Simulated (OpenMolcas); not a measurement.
**Mn⁴⁺ with 4 ligands (bromide): CASSCF and CASPT2 levels and susceptibility**

Which state of Mn⁴⁺ lies lowest among these ligands, how large is the field, and what χT follows?

Program: OpenMolcas 26.06. Level of theory: state-averaged CASSCF and CASPT2, spin-orbit coupling by RASSI with atomic mean-field integrals. These are calculated values, not measurements, unless marked.

**1. Starting point**

| Property | Result |
| --- | --- |
| Species | Mn⁴⁺ (manganese, Z = 25, 21 electrons) |
| Basis | ANO-RCC-VDZP [5s4p2d1f], 142 functions with the ligands |
| Scalar Hamiltonian | DKH2, point nucleus |
| Inactive shells | 1s 2s 2p 3s 3p of the metal, and all ligand shells |
| Active space | 3 electrons in 5 orbitals (3d) |
| Some configurations of this space | 3d3 |
| Orbitals | optimised for each spin and parity, averaged over all roots |

Outer shells as boxes (Hund's rule):

3d3
```
3d [↑ ][↑ ][↑ ][  ][  ]
```

Mn⁴⁺ is taken with 4 ligands (bromide) in tetrahedron coordination (Td) at 2.22 Å. Ligand basis ANO-RCC-VDZP. The distances are assumed, not relaxed.

```xyz
5

Mn    0.0000    0.0000    0.0000
Br    1.2817    1.2817    1.2817
Br    1.2817   -1.2817   -1.2817
Br   -1.2817    1.2817   -1.2817
Br   -1.2817   -1.2817    1.2817
```

The work runs as a chain of OpenMolcas steps in one folder; each step below is one input file. Labels, J, g values, rates, χT and fits are worked out afterwards by a script from the matrices that RASSI stores.

**2. Basis and integrals**

Contents of a.inp:

```
&GATEWAY
Coord
5

Mn 0.0 0.0 0.0
Br 1.281718 1.281718 1.281718
Br 1.281718 -1.281718 -1.281718
Br -1.281718 1.281718 -1.281718
Br -1.281718 -1.281718 1.281718
Basis=Mn.ANO-RCC-VDZP,Br.ANO-RCC-VDZP
Group=NoSym
NoMove
AngMom=0.0 0.0 0.0
AMFI
RICD
&SEWARD
```

Started as:

```sh
OMP_NUM_THREADS=1 MOLCAS_MEM=2457 MOLCAS_PROJECT=a pymolcas a.inp > a.log
```

**3. Reference wave functions, quartets, 10 roots**

Contents of a.inp:

```
&RASSCF
FileOrb=start.orb
Symmetry=1
Spin=4
nActEl=3 0 0
Inactive=81
Ras2=5
CIRoot=10 10 1
SDav=10
CIMx=300
Iter=150 100
PrWF=0.3
OrbListing=Nothing
MaxOrb=0
LevShft=1.0
>>> COPY $Project.JobIph JOB001
```

start.orb holds start orbitals that the driver prepared beforehand, or those of the step before.

**4. CASSCF: doublets, 40 roots**

Contents of a.inp:

```
&RASSCF
FileOrb=start.orb
Symmetry=1
Spin=2
nActEl=3 0 0
Inactive=81
Ras2=5
CIRoot=40 40 1
SDav=40
CIMx=300
Iter=150 100
PrWF=0.3
OrbListing=Nothing
MaxOrb=0
LevShft=1.0
>>> COPY $Project.JobIph JOB002
```

**5. RASSI: spin-orbit coupling between the states**

Contents of a.inp:

```
&RASSI
NrOfJobIphs=2 10 40
1 2 3 4 5 6 7 8 9 10
1 2 3 4 5 6 7 8 9 10 11 12 13 14 15 16 17 18 19 20 21 22 23 24 25 26 27
28 29 30 31 32 33 34 35 36 37 38 39 40
IphNames
JOB001
JOB002
EJob
SpinOrbit
DIPRint=1.0
SOCoupling=1000.0
Subsets=2
Property=9
'ANGMOM' 1 'ANGMOM' 2 'ANGMOM' 3 'MLTPL  1' 1 'MLTPL  1' 2 'MLTPL  1' 3
'AMFI' 1 'AMFI' 2 'AMFI' 3
SOProperty=3
'ANGMOM' 1 'ANGMOM' 2 'ANGMOM' 3
```

**6. CASPT2: IPEA 0.25, imaginary shift 0.1 (42 orbitals frozen, the lowest in energy)**

Contents of a.inp:

```
>>> COPY JOB001 $Project.JobIph
&CASPT2
Multistate=10 1 2 3 4 5 6 7 8 9 10
NoMult
Frozen=42
IPEA=0.25
Imaginary=0.1
MaxIter=60
WThr=0.0 0.3 0.05
PrWF=0.5
NoMix
>>> COPY JOB002 $Project.JobIph
&CASPT2
Multistate=40 1 2 3 4 5 6 7 8 9 10 11 12 13 14 15 16 17 18 19 20 21 22
23 24 25 26 27 28 29 30 31 32 33 34 35 36 37 38 39 40
NoMult
Frozen=42
IPEA=0.25
Imaginary=0.1
MaxIter=60
WThr=0.0 0.3 0.05
PrWF=0.5
NoMix
```

(Steps that only read results are left out.)

Q: Predict the outcome of this session. Wanted: spin-free ground state; first state of the same spin within the active space; lowest level; next level.

The runs gave:

| quantity | value |
| --- | --- |
| method | SS-CASPT2, IPEA 0.25, imaginary shift 0.1 (42 orbitals frozen, the lowest in energy) |
| spin-free ground state | 4T1, 3-fold in its orbital part |
| first state of the same spin within the active space | 4T2 at 14000 cm⁻¹ |
| lowest level | 4-fold Γ8 |
| next level | 64.4 cm⁻¹ |
| χT at 300 K | 1.61 cm³ K/mol |
| effective moment at 300 K | 3.59 μB |

Cost by method:

```csv
method,time of its own steps,time with the reference
A. CASSCF,58 s,58 s
"B. SS-CASPT2, IPEA 0.25, imaginary shift 0.1 (42 orbitals frozen, the lowest in energy)",11 min,12 min
```

Times are of one thread on a shared host.

In words: The spin-free ground state (4T1) is 3-fold and keeps the highest spin of the shell. χT at 300 K is 1.61, against 1.88 cm³ K/mol for the spin alone, so spin-orbit coupling lowers it. CASPT2 does not keep the components of a term degenerate, and the means are used. The frozen orbitals are chosen by energy, so an outer shell of the metal can be frozen while a deeper shell elsewhere is correlated. The bonds are covalent and no ligand orbital is active, so the numbers are rough.
